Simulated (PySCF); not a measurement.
# LiCd: from the state search to spectroscopic constants

An exercise on one series of results from a longer session: the logs are not shown, and one member is left open.

The runs use PySCF 2.14.0; Li def2-TZVP, Cd def2-TZVP with ECP28, scalar-relativistic core potentials.

Set-up of the first run:

A driver script around PySCF takes these settings:

```
atoms                         : Li, Cd
charge                        : 0
basis                         : Li def2-TZVP, Cd def2-TZVP with ECP28
Hamiltonian                   : scalar-relativistic core potentials
basis functions               : 54
electrons treated             : 23
masses in u                   : 7.0160, 113.9034
levels                        : PBE0, PBE, r²SCAN, BP86, PBEsol, M06-2X, CAM-B3LYP, HF, MP2, SCS-MP2, CCSD, CCSD(T)
grid                          : 80 radial by 434 angular points
occupations                   : held fixed by the projection of orbital angular momentum
dissociation limit            : Li + Cd, each in its ground configuration
starting distance in angstrom : 2.685
values of 2S to try           : 1, 3
```

Launch:

```sh
$ OMP_NUM_THREADS=1 python dia.py task.json out
```

Among the steps run: Input; First curve: PBE0; Excited determinants; PBE (GGA); r²SCAN (meta-GGA); BP86 (GGA); PBEsol; M06-2X; CAM-B3LYP; UHF; MP2 and coupled cluster.

One table of the session follows, with a row left open; its other results are not shown here.

Energy (eV) from each level's lowest point:

| R (Å) | UHF | UHF-MP2 | UHF-SCS-MP2 | UHF-CCSD | UHF-CCSD(T) |
| --- | --- | --- | --- | --- | --- |
| 2.639 | 0.233 | 0.180 | 0.207 | n/a | n/a |
| 2.761 | 0.153 | 0.122 | 0.144 | 0.078 | 0.074 |
| 2.884 | 0.100 | 0.083 | 0.102 | 0.042 | 0.038 |
| 2.976 | 0.073 | 0.064 | 0.080 | 0.024 | 0.021 |
| 3.068 | ? | ? | ? | ? | ? |
| 3.160 | 0.040 | 0.038 | 0.050 | 0.006 | 0.005 |
| 3.283 | 0.027 | 0.027 | 0.036 | 0.002 | 0.001 |
| 3.436 | 0.016 | 0.017 | 0.023 | 0.000 | 0.000 |
| 3.620 | 0.008 | 0.008 | 0.011 | 0.001 | 0.002 |
| 3.866 | 0.000 | 0.000 | 0.000 | n/a | n/a |

Q: Estimate the row for R (Å) = 3.068 from the others.

Worked estimate for «UHF». A straight line through the neighbours (2.976, 0.073) and (3.160, 0.040) gives 0.073 + (0.040 − 0.073) × (3.068 − 2.976) / (3.160 − 2.976) = 0.056; a parabola fitted to 4 rows on both sides gives 0.054.

The run gave: UHF: 0.054; UHF-MP2: 0.049; UHF-SCS-MP2: 0.063; UHF-CCSD: 0.013; UHF-CCSD(T): 0.011. In «UHF» the line misses by +0.002 and the parabola by 0.000.

To keep in mind: The bond is weak, and basis-set superposition, which was not computed, may be a sizeable part of it.
